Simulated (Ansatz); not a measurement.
**AsH2 (doublet): from Hartree-Fock to the top rungs at angle H2–As1–H3 = 88.4°, cc-pVDZ**

How much of the correlation energy of AsH2 (doublet) does each wave-function method recover here?

The runs use Ansatz 0.2.0, Gaussian basis; cc-pVDZ, core rule «outside noble gas», up to 14 orbitals frozen.

Plan: UHF; CCSD(T) on ROHF; CCSD(T) on UHF; BCCD(T) on ROHF; CISD; CCSDT(Q) on ROHF; CCSDT(Q) on UHF; CASSCF and MRCISD+Q, 3 electrons in 3 orbitals; CASSCF and NEVPT2, 3 electrons in 3 orbitals; CASSCF and MRCISD+Q, 7 electrons in 6 orbitals; CASSCF and NEVPT4(SD), 7 electrons in 6 orbitals; CASSCF and NEVPT2, 7 electrons in 6 orbitals; Full CI.

11 further runs of the same task are left out: 7 that didn't finish, 4 set aside as unsound or not needed.

## Step 1: The system

The geometry derives from a PBE0/def2-TZVP stationary point (not a proven minimum). One angle is set to the value named; bond lengths are kept. No spin-orbit coupling is included. The filled d shell of As may be among the frozen orbitals whatever the setting's name suggests; the logs give the count.

3 atoms, charge 0, spin multiplicity 2.

Atoms are counted from 1 here; the program's logs count them from 0.

Bond lengths: As1–H2 1.526 Å, As1–H3 1.526 Å. Angles: H2–As1–H3 88.4°.

## Step 2: UHF

in.yaml

```yaml
crystal:
  periodic: [false, false, false]
  atoms:
    - {symbol: As, position_ang: [0.000000, -0.028671, 0.000000]}
    - {symbol: H, position_ang: [0.000000, 1.065571, -1.064089]}
    - {symbol: H, position_ang: [0.000000, 1.065557, 1.064103]}
basis:
  gaussian: {orbitals: cc-pVDZ}
magnetization: {spin_polarized: true, initial_magnetization: 1}
hamiltonian: {xc: hf}
output: {orbitals: {seedname: orbitals}}
```

Run with:

```console
> ansatz run in.yaml --threads 1 --pin off --events-out ev --progress --plain --max-ram 2393MiB
```

The runs that follow: CCSD(T) on ROHF; CCSD(T) on UHF; BCCD(T) on ROHF; CISD; CCSDT(Q) on ROHF; CCSDT(Q) on UHF; CASSCF and MRCISD+Q, 3 electrons in 3 orbitals; CASSCF and NEVPT2, 3 electrons in 3 orbitals; CASSCF and MRCISD+Q, 7 electrons in 6 orbitals; CASSCF and NEVPT4(SD), 7 electrons in 6 orbitals; CASSCF and NEVPT2, 7 electrons in 6 orbitals; Full CI.

Before running them: what should the planned runs give, taken together? Wanted: FCI below the RHF energy; RMP2 from FCI; UMP2 from FCI; RCCSD from FCI; RCCSD(T) from FCI; UCCSD(T) from FCI; RCCSDT(Q) from FCI; UCCSDT(Q) from FCI; NEVPT2 pair from FCI.

The runs gave:

```
                         quantity                                                                                               value
         FCI below the RHF energy                                                                                          -3.5376 eV
                    RMP2 from FCI                                                                                        +71.6 kJ/mol
                    UMP2 from FCI                                                                                        +72.1 kJ/mol
                   RCCSD from FCI                                                                                         +8.5 kJ/mol
                RCCSD(T) from FCI                                                                                         +1.7 kJ/mol
                UCCSD(T) from FCI                                                                                         +1.4 kJ/mol
               RCCSDT(Q) from FCI                                                                                          0.0 kJ/mol
               UCCSDT(Q) from FCI                                                                                         -0.3 kJ/mol
             NEVPT2 pair from FCI                                                                                        +67.2 kJ/mol
           MRCISD+Q pair from FCI                                                                                         -2.1 kJ/mol
          NEVPT2 valence from FCI                                                                                        +59.3 kJ/mol
levels within 1 kcal/mol (43 meV)  RCCSD(T), UCCSD(T), BCCD(T), RCCSDT, UCCSDT, RCCSDT(Q), UCCSDT(Q), MRCISD+Q pair, MRCISD+Q valence
                    T1 diagnostic                                                                                               0.017
   effectively unpaired electrons                                                                                                1.04
```

**Reading.** RCCSD(T) misses by +1.7 kJ/mol, 0.5 % of the correlation energy. UCCSDT(Q), MRCISD+Q pair, MRCISD+Q valence fall below full CI: unrestricted runs freeze a spin-polarised core, another one than full CI's, and coupled cluster isn't variational. One determinant dominates. Of the multireference levels listed MRCISD+Q valence comes nearest in total energy (-1.2 kJ/mol), which doesn't show that its space is the better one. These misses are within one basis, not against nature; the frozen cores of restricted and unrestricted runs differ, which can shift their rows.
